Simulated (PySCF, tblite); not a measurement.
# C₆H₁₁GeNO: geometry, infrared bands and NMR shifts

Aim: predict the infrared bands and NMR shifts of C₆H₁₁GeNO (`C[C@H]1C=[C]([GeH2][C](N)=O)C1`).

Computed with tblite 0.8.0 and PySCF 2.14.0, with density-fitted response routines of our own, on a single molecule in the gas phase. Atoms are numbered from 0 throughout.

### 1 Starting geometry

20 atoms, charge 0, multiplicity 1; geometry from: force field or distance geometry start.

Bonds of the start (Å): C0–C1 1.52, C1–C2 1.45, C2–C3 1.30, C3–Ge4 1.93, Ge4–C5 1.91, C5–N6 1.43, C5–O7 1.26, C3–C8 1.47, C8–C1 1.46, C0–H9 1.11, C0–H10 1.08, C0–H11 1.12, C1–H12 1.12, C2–H13 1.10, Ge4–H14 1.55, Ge4–H15 1.55, N6–H16 1.04, N6–H17 1.05, C8–H18 1.11, C8–H19 1.11.

### 2 Optimising the geometry with GFN2-xTB

What the job is given:

```
{"job": {"kind": "relax", "xc": "GFN2-xTB", "basis": "xTB"}, "charge": 0, "multiplicity": 1}
C      2.752500     0.853900     0.601300
C      2.005100    -0.384800     0.137300
C      0.657800    -0.436600     0.661200
C      0.094500    -0.383400    -0.512900
Ge    -1.720800    -0.391300    -1.177100
C     -3.013800    -0.382300     0.227100
N     -3.058600     0.643600     1.215200
O     -3.868000    -1.305100     0.330500
C      1.397600    -0.343700    -1.192300
H      2.905700     0.759800     1.699300
H      3.695800     0.983200     0.085300
H      2.061200     1.730200     0.463800
H      2.634900    -1.289400     0.326700
H      0.244800    -0.485000     1.681900
H     -1.852700    -1.678200    -2.026600
H     -1.859800     0.840700    -2.104800
H     -2.263300     1.314400     1.310000
H     -3.910300     0.674700     1.832000
H      1.565200     0.577900    -1.793800
H      1.527200    -1.287900    -1.767200
```

The run is started by

```console
$ OMP_NUM_THREADS=1 python probes_run.py task.json out
```

This one command runs all jobs of the session in turn.

**Question.** This job is followed by: GFN2-xTB harmonic vibrations, gas phase; GIAO PBE0/pcSseg-1 NMR shielding, non-relativistic, gas phase. What will the session give for the following? strongest single infrared mode (GFN2-xTB); zero-point energy (GFN2-xTB); 13C shifts against TMS (PBE0/pcSseg-1); 1H shifts against TMS (PBE0/pcSseg-1, means over atoms taken as alike); 73Ge shifts against GeMe4 (PBE0/pcSseg-1); 15N shifts against NH3 (PBE0/pcSseg-1); 17O shifts against H2O (PBE0/pcSseg-1).

The runs gave:

```
                                                              quantity                                               value
                             strongest single infrared mode (GFN2-xTB)                               1733 cm⁻¹, 466 km/mol
                                          zero-point energy (GFN2-xTB)                                       95.2 kcal/mol
                                13C shifts against TMS (PBE0/pcSseg-1)           175.5, 167.7, 153.5, 43.9, 43.6, 22.1 ppm
1H shifts against TMS (PBE0/pcSseg-1, means over atoms taken as alike)  7.22, 5.15, 4.50, 4.13, 3.09, 2.87, 2.10, 1.20 ppm
                             73Ge shifts against GeMe4 (PBE0/pcSseg-1)                                            -218 ppm
                                15N shifts against NH3 (PBE0/pcSseg-1)                                           131.9 ppm
                                17O shifts against H2O (PBE0/pcSseg-1)                                           495.4 ppm
```

In words: The optimisation took 73 steps and gained 0.843 eV; among the close pairs (by a distance rule), Ge4–C5 changed most, from 1.909 to 2.004 Å. All 54 modes are real, so the xTB geometry is a minimum. The strongest single mode, at 1733 cm⁻¹, moves mainly C5 and O7. GFN2-xTB is a fitted tight-binding method: band positions and strengths are rough. Its intensities can rank the bands wrongly. The most deshielded hydrogen is H13 (hydrogen on an alkene CH), at 7.22 ppm: attached to an sp2 carbon and in the plane of the double bond. At PBE0/pcSseg-1: The largest span, 802 ppm, is at O7, where the paramagnetic term is -556 ppm. Spin-orbit coupling is left out, which matters for shieldings and couplings at and beside the heavy atoms.
